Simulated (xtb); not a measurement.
# [CH4NOSi2]− (SMILES N#C[SiH-]O[SiH3]) at GFN2-xTB (symmetry threshold 0.001)

Wanted: vibrational wavenumbers of [CH4NOSi2]−. 

The calculation is run with xtb 6.7.1 later snapshot.

4 further runs of the same task are left out: 4 set aside as unsound or not needed.

## Step 1: The structure to begin with

The species is [CH4NOSi2]− (9 atoms), meant as a singlet with charge -1. As SMILES, `N#C[SiH-]O[SiH3]`. Geometry: optimised at GFN2-xTB. This is one conformer, not always the lowest.

Bond lengths: N1–C2 1.163 Å, C2–Si3 1.857 Å, Si3–O4 1.741 Å, O4–Si5 1.569 Å, Si3–H6 1.501 Å, Si5–H7 1.477 Å, Si5–H8 1.473 Å, Si5–H9 1.479 Å. Some angles: N1–C2–Si3 160.5°, C2–Si3–O4 104.2°, Si3–O4–Si5 143.3°, C2–Si3–H6 97.9°, O4–Si3–H6 98.8°, O4–Si5–H7 105.5°, O4–Si5–H8 113.9°, O4–Si5–H9 113.1°, H7–Si5–H8 109.1°, H7–Si5–H9 107.9°.

## Step 2: The harmonic vibrations at GFN2-xTB (symmetry threshold 0.001)

Input file input.inp:

```
$chrg -1
$spin 0
$symmetry
   desy=0.001
$end
```

Input file geom.xyz:

```xyz
9

N      2.57789    -1.97791     0.55648
C      2.02987    -0.99115     0.27812
Si     1.54852     0.54180    -0.65360
O     -0.17022     0.38156    -0.88004
Si    -1.52577     0.17852    -0.11686
H      1.54034     1.49502     0.50599
H     -2.57317     0.20355    -1.15774
H     -1.61032    -1.09321     0.62082
H     -1.81715     1.26184     0.84686
```

Command:

```console
$ xtb geom.xyz --gfn2 --input input.inp --hess > run.log
```

Q: Predict the results. Wanted: total energy; HOMO energy; LUMO energy; HOMO–LUMO gap; dispersion energy; mean polarisability; lowest harmonic wavenumber; highest harmonic wavenumber; zero-point energy.

Computed results:

At GFN2-xTB (symmetry threshold 0.001):

| quantity | value |
| --- | --- |
| total energy | -14.83991 Eh |
| HOMO energy | -3.26 eV |
| LUMO energy | -0.92 eV |
| HOMO–LUMO gap | 2.34 eV |
| dispersion energy | -22.12 kJ/mol |
| mean polarisability (D4 model) | 92.9 bohr³ |
| lowest harmonic wavenumber | 37 cm⁻¹ |
| highest harmonic wavenumber | 2206 cm⁻¹ |
| zero-point energy | 111.6 kJ/mol |

In words: All 21 modes are real, so the shape is a minimum at this level. Mulliken charges run from -0.51 on O4 to +0.50 on Si5.
